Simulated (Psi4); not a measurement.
# CCSD(T)/pcseg-1 (sweep point 6) run of HBr (hydrogen bromide)

What is the vertical ionisation energy of HBr (hydrogen bromide) at CCSD(T)/pcseg-1 (sweep point 6)? 

Program for the calculation: Psi4 1.11.

**1. The system as given**

HBr: 2 atoms, total charge 0, spin state singlet. As SMILES, `Br`. Geometry: relaxed at PBE0-D4/def2-TZVP.

Bond lengths: Br1–H2 1.420 Å.

**2. A single-point energy at CCSD(T)/pcseg-1 (sweep point 6)**

input.dat

```
memory 1600 mb

molecule {
  0 1
  Br    -0.603220     0.217960    -0.305050
  H      0.603220    -0.217960     0.305050
  units angstrom
  symmetry c1
}

set puream true
set scf_type pk
set num_frozen_docc 9

E = energy('ccsd(t)/pcseg-1')
print_variables()
```

Command:

```bash
$ psi4 -n 1 input.dat output.dat
```

output.dat:

```text
[...]
  Running in c1 symmetry.
[...]
  Nuclear repulsion =   13.038750007487819
[...]
  Multiplicity = 1
[...]
  Nalpha       = 18
  Nbeta        = 18
[...]
    Number of basis functions: 32
[...]
   @RHF iter   1: -2572.56220282283994   -1.63312e+00   1.53367e-02 ADIIS/DIIS
[...]
   @RHF iter   9: -2572.66744865228247   -2.72848e-12   4.07789e-09 DIIS
[...]
    Orbital Energies [Eh]
    ---------------------
    Doubly Occupied:
       1A   -489.952164     2A    -65.125212     3A    -58.528517
       4A    -58.527175     5A    -58.527175     6A     -9.833131
       7A     -7.475902     8A     -7.466768     9A     -7.466768
      10A     -3.222285    11A     -3.217256    12A     -3.217256
      13A     -3.206980    14A     -3.206980    15A     -1.029636
      16A     -0.580829    17A     -0.432925    18A     -0.432925
[...]
  @RHF Final Energy: -2572.66744865228247
   => Energetics <=
    Nuclear Repulsion Energy =             13.0387500074878186
    One-Electron Energy =               -3608.5126304529558183
    Two-Electron Energy =                1022.8064317931851974
    Total Energy =                      -2572.6674486522824736
[...]
 Multipole Moments:
 ------------------------------------------------------------------------------------
     Multipole            Electronic (a.u.)      Nuclear  (a.u.)        Total (a.u.)
 ------------------------------------------------------------------------------------
 L = 1.  Multiply by 2.5417464519 to convert [e a0] to [Debye]
 Dipole X            :         -0.0000000            0.0000000           -0.0000000
 Dipole Y            :         -0.0000000           -0.0000000           -0.0000000
 Dipole Z            :         -1.0082875            1.4657917            0.4575042
 Magnitude           :                                                    0.4575042
[...]
      * MP2 total energy                      = -2572.798013091907251
[...]
      * CCSD total energy                     = -2572.811370948159947
[...]
      * CCSD(T) total energy                  = -2572.813482498423127
[...]
```

Wall time 4.2 s (1 thread of Intel Xeon at 2.70GHz, shared host); peak memory 0.2 GiB.

**3. The doublet cation, same level**

job.dat

```
memory 1.6 GB

molecule {
  1 2
  Br    -0.603220     0.217960    -0.305050
  H      0.603220    -0.217960     0.305050
  symmetry c1
}

set {
  reference uhf
  puream true
  scf_type pk
  num_frozen_docc 9
  maxiter 100
}

energy('ccsd(t)/pcseg-1')
```

Command:

```bash
$ psi4 -n 1 job.dat job.out
```

job.out:

```text
[...]
  Running in c1 symmetry.
[...]
  Nuclear repulsion =   13.038750007487819
[...]
  Multiplicity = 2
[...]
  Nalpha       = 18
  Nbeta        = 17
[...]
    Number of basis functions: 32
[...]
   @UHF iter   1: -2572.22574973669407   -1.29667e+00   1.10774e-02 ADIIS/DIIS
[...]
   @UHF iter  11: -2572.26895396086229   -3.63798e-12   9.77018e-09 DIIS
[...]
   @S^2 Observed:                7.573707697E-01
[...]
    Orbital Energies [Eh]
    ---------------------
    Alpha Occupied:
       1A   -490.358530     2A    -65.529402     3A    -58.937890
       4A    -58.930815     5A    -58.929409     6A    -10.240186
       7A     -7.891723     8A     -7.874322     9A     -7.865150
      10A     -3.630651    11A     -3.628501    12A     -3.618216
      13A     -3.609229    14A     -3.608268    15A     -1.433845
      16A     -0.928718    17A     -0.858050    18A     -0.791468
    Alpha Virtual:
      19A     -0.154861    20A      0.098053    21A      0.236212
      22A      0.271880    23A      0.271890    24A      0.276613
      25A      0.286344    26A      0.456743    27A      0.500413
[...]
  @UHF Final Energy: -2572.26895396086229
   => Energetics <=
    Nuclear Repulsion Energy =             13.0387500074878186
    One-Electron Energy =               -3594.4039182516289657
    Two-Electron Energy =                1009.0962142832784139
    Total Energy =                      -2572.2689539608627456
  UHF NO Occupations:
  HONO-2 :   16  A 1.9995785
  HONO-1 :   17  A 1.9968025
[...]
 Multipole Moments:
 ------------------------------------------------------------------------------------
     Multipole            Electronic (a.u.)      Nuclear  (a.u.)        Total (a.u.)
 ------------------------------------------------------------------------------------
 L = 1.  Multiply by 2.5417464519 to convert [e a0] to [Debye]
 Dipole X            :         -0.0000000            0.0000000           -0.0000000
 Dipole Y            :         -0.0000000           -0.0000000           -0.0000000
 Dipole Z            :         -0.7825690            1.4657917            0.6832227
 Magnitude           :                                                    0.6832227
[...]
      * MP2 total energy                      = -2572.371666304490645
[...]
      * CCSD total energy                     = -2572.388166753692531
[...]
      * CCSD(T) total energy                     = -2572.390009504982118
[...]
```

Run time: 4.5 s. Hardware: 1 thread of Intel Xeon at 2.70GHz, shared host; peak memory 0.2 GiB.

**4. Outcome**

At CCSD(T)/pcseg-1 (sweep point 6), 9 core orbitals frozen:

```
                                                                  quantity           value
                                                 singlet HBr: total energy  -2572.81348 Eh
                          singlet HBr: HOMO energy (Hartree–Fock orbitals)       -11.78 eV
                          singlet HBr: LUMO energy (Hartree–Fock orbitals)         3.29 eV
                        singlet HBr: HOMO–LUMO gap (Hartree–Fock orbitals)        15.07 eV
                  singlet HBr: correlation energy (9 core orbitals frozen)      -146.0 mEh
                                               singlet HBr: (T) correction       -2.11 mEh
                                                singlet HBr: T1 diagnostic           0.004
                                              doublet cation: total energy  -2572.39001 Eh
doublet cation: HOMO energy (Hartree–Fock orbitals) (highest over α and β)       -20.84 eV
 doublet cation: LUMO energy (Hartree–Fock orbitals) (lowest over α and β)        -9.98 eV
               doublet cation: correlation energy (9 core orbitals frozen)      -121.1 mEh
                                            doublet cation: (T) correction       -1.84 mEh
                         doublet cation: ⟨S²⟩ of the reference determinant           0.757
                                             doublet cation: T1 diagnostic           0.007
                        vertical ionisation energy (to the doublet cation)       11.523 eV
```

The vertical ionisation energy comes to 11.52 eV (1112 kJ/mol). The triples (singlet HBr) make up 1.4 % of the correlation energy. The triples (doublet cation) make up 1.5 % of the correlation energy.
